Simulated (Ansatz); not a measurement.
**C3H8FGaO: up Jacob's ladder to CCSD(T)**

Aim: compute C3H8FGaO with functionals from several rungs and with coupled cluster, and see how far each lands from CCSD(T) at the basis-set limit for the atomisation energy.

Computed with Ansatz 0.2.0, Gaussian basis. Level: functionals in def2-TZVPP, the program's frozen cores in correlated methods.

Plan: PBE-D4, r2SCAN-D4, PBE0-D4, B3LYP-D4, ωB97X-V, ωB97M-V, B2PLYP; CCSD(T)/def2-TZVPP; MP2/def2-QZVPP; extrapolation to the limit.

**1. The geometry**

An earlier PBE0-D4 in a triple-zeta def2 set relaxation fixed the geometry.

SMILES `CC(C)[O][GaH][F]`, 14 atoms, charge 0, spin multiplicity 1.

Atoms are counted from 1 here; the program's logs count them from 0.

Bond lengths: C1–C2 1.517 Å, C1–H7 1.096 Å, C1–H8 1.093 Å, C1–H9 1.092 Å, C2–C3 1.517 Å, C2–O4 1.415 Å, C2–H10 1.098 Å, C3–H11 1.092 Å, C3–H12 1.096 Å, C3–H13 1.093 Å, O4–Ga5 1.768 Å, Ga5–F6 1.749 Å, Ga5–H14 1.545 Å. Angles: C2–C1–H7 110.7°, C2–C1–H8 111.1°, C2–C1–H9 110.4°, H7–C1–H8 107.6°, H7–C1–H9 108.6°, H8–C1–H9 108.3°, C1–C2–C3 112.1°, C1–C2–O4 111.3°, C1–C2–H10 108.3°, C3–C2–O4 111.3°, C3–C2–H10 108.3°, O4–C2–H10 105.2°, C2–C3–H11 110.4°, C2–C3–H12 110.7°, C2–C3–H13 111.1°, H11–C3–H12 108.6°, H11–C3–H13 108.3°, H12–C3–H13 107.6° and more.

**2. PBE-D4 (GGA)**

in.yaml

```yaml
crystal:
  periodic: [false, false, false]
  atoms:
    - {symbol: C, position_ang: [-0.194613, -0.182645, -1.512098]}
    - {symbol: C, position_ang: [0.266712, -0.746978, -0.181347]}
    - {symbol: C, position_ang: [-0.890918, -0.986557, 0.769803]}
    - {symbol: O, position_ang: [1.255564, 0.074117, 0.409769]}
    - {symbol: Ga, position_ang: [1.019625, 1.748428, 0.925924]}
    - {symbol: F, position_ang: [2.504299, 2.378265, 1.602201]}
    - {symbol: H, position_ang: [-0.728404, 0.763453, -1.367621]}
    - {symbol: H, position_ang: [-0.875180, -0.871936, -2.017878]}
    - {symbol: H, position_ang: [0.660836, -0.002855, -2.166122]}
    - {symbol: H, position_ang: [0.763776, -1.707497, -0.368067]}
    - {symbol: H, position_ang: [-0.525974, -1.373208, 1.723311]}
    - {symbol: H, position_ang: [-1.437547, -0.055405, 0.957018]}
    - {symbol: H, position_ang: [-1.599345, -1.707693, 0.354841]}
    - {symbol: H, position_ang: [-0.218830, 2.670501, 0.870278]}
basis:
  gaussian: {orbitals: def2-TZVPP}
hamiltonian: {xc: pbe, dispersion: d4}
output: {forces: true, orbitals: {seedname: orbitals}}
```

Started as:

```bash
$ ansatz run in.yaml --threads 2 --pin off --events-out ev --progress --plain --max-ram 22528MiB --backend cuda --devices 0, --max-vram 18GiB
```

Further steps of the session: r2SCAN-D4 (meta-GGA); PBE0-D4 (hybrid); B3LYP-D4 (hybrid); ωB97X-V (range-separated); ωB97M-V (range-separated); B2PLYP (double hybrid); CCSD(T) in def2-TZVPP; MP2 in def2-QZVPP.

Before running them: what should the planned runs give, taken together? Wanted: atomisation energy, CCSD(T)/CBS; farthest; mean size of error, hybrid; mean size of error, range-separated; gap, smallest and largest; T1 diagnostic; triples share of the correlation energy.

As calculated:

| quantity | value |
| --- | --- |
| atomisation energy, CCSD(T)/CBS | 1260.6 kcal/mol |
| functionals within 12.6 kcal/mol (1.0 %) | r2SCAN-D4, PBE0-D4, B3LYP-D4, ωB97X-V, ωB97M-V |
| farthest | PBE-D4 (+17.9 kcal/mol) |
| mean size of error, hybrid | 6.0 kcal/mol |
| mean size of error, range-separated | 1.5 kcal/mol |
| gap, smallest and largest | 5.04 eV (PBE-D4), 11.70 eV (ωB97X-V) |
| T1 diagnostic | 0.0137 |
| triples share of the correlation energy | 3.6 % |

**Reading.** PBE-D4 misses by +17.9 kcal/mol. Double hybrids carry the basis error of their MP2 part in triple zeta, and no dispersion term here, so their miss is partly the set-up's. The reference freezes the cores and leaves out relativity and excitations past (T), and its outer-core shells are covered unevenly, so misses under about 12.6 kcal/mol can't be ranked. Hartree-Fock recovers 73 % of the binding; the rest is correlation. Orbital gaps span 5.0 to 11.7 eV; exact exchange widens them. Correlated methods include outer-core shells of Ga, which these sets cover unevenly.
